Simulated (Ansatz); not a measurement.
Predict the output of the script below (Ansatz's Python interface).

The script, `energy.py`:
```python
# -*- coding: utf-8 -*-
"""Single point of ClF2ITi in a Gaussian basis."""

from pathlib import Path
import json

import ansatz
from ase import Atoms

BASIS_SET = "def2-SVP"
XC = "pbe0"


def main():
    atoms = Atoms(["F", "Ti", "F", "Cl", "I"], positions=[
        (0.0177, -0.3683, 1.9884),
        (0.0462, -0.1319, 0.0669),
        (1.5538, -1.0615, -0.6201),
        (-1.8109, -1.0111, -0.8917),
        (0.2431, 2.4992, -0.5849),
    ])
    mol = ansatz.Crystal.molecule_from_ase(atoms)

    setup = (
        mol.calculation()
        .basis(gaussian=BASIS_SET)  # atom-centred Gaussian functions
        .functional(XC)
        .orbitals()
    )
    print(setup.to_yaml())
    result = setup.run(threads=1, backend="cpu", runs_dir="out")
    r = result.report

    print("reference energy %16.6f eV" % r["reference_energy_ev"])
    print("total energy     %16.6f eV" % r["free_energy_ev"])
    print("occupied (up, down):", r["n_occupied"], " virtual:", r["n_virtual"], " frozen:", r["n_frozen"])

    state = r["mean_field"]["state"]
    print(f"mean field: {state['energy']['hartree']:.7f} Ha, <S^2> = {abs(state['spin_squared']):.4f}, stability: {state.get('stability', {}).get('kind')}")

    lines = Path(r["orbitals_path"]).read_text().splitlines()
    field_of = lambda key: [line.split("=")[1].strip() for line in lines if line.startswith(key)]
    orbitals = [(27.211386 * float(e), s, float(n)) for e, s, n in zip(field_of("Ene="), field_of("Spin="), field_of("Occup="))]
    homo = max(e for e, _, n in orbitals if n > 0.5)
    lumo = min(e for e, _, n in orbitals if n < 0.5)
    print(f"HOMO {homo:.3f} eV, LUMO {lumo:.3f} eV, gap {lumo - homo:.3f} eV")
    with open("clf2iti.json", "w") as handle:
        json.dump({k: r[k] for k in ("free_energy_ev", "reference_energy_ev", "n_occupied", "n_virtual")}, handle, indent=1)


if __name__ == "__main__":
    main()
```

```console
$ python energy.py
crystal:
  periodic: [false, false, false]
  atoms:
    - { symbol: F, position_ang: [0.0177, -0.3683, 1.9884] }
    - { symbol: Ti, position_ang: [0.0462, -0.1319, 0.0669] }
    - { symbol: F, position_ang: [1.5538, -1.0615, -0.6201] }
    - { symbol: Cl, position_ang: [-1.8109, -1.0111, -0.8917] }
    - { symbol: I, position_ang: [0.2431, 2.4992, -0.5849] }
basis:
  gaussian:
    orbitals: def2-SVP
hamiltonian:
  xc: pbe0
output:
  orbitals: {}

reference energy    -49152.852502 eV
total energy        -49152.852502 eV
occupied (up, down): [41, 41]  virtual: [62, 62]  frozen: 0
mean field: -1806.3340124 Ha, <S^2> = 0.0000, stability: minimum
HOMO -8.581 eV, LUMO -4.797 eV, gap 3.784 eV
```

File `clf2iti.json` afterwards:
```json
{
 "free_energy_ev": -49152.85250177362,
 "reference_energy_ev": -49152.85250177362,
 "n_occupied": [
  41,
  41
 ],
 "n_virtual": [
  62,
  62
 ]
}
```

Caveats:
- The settings weren't tested for convergence.
- The geometry is a force-field or estimated start, not a minimum of this method, and the basis set is short of its limit.
- def2 sets replace the cores of elements past krypton by effective core potentials.
- Levels such as HOMO and LUMO are orbital energies: with these approximate functionals they aren't the ionisation energy and electron affinity, and their gap isn't the fundamental gap.
- The whole script took 6.5 s on 1 thread of Arm Neoverse V1 (shared host), peak memory 0.32 GiB.

(A comment or docstring line of the script was reworded after the run, the code is as it ran; lines on the test bed's own set-up are left out of the output.)
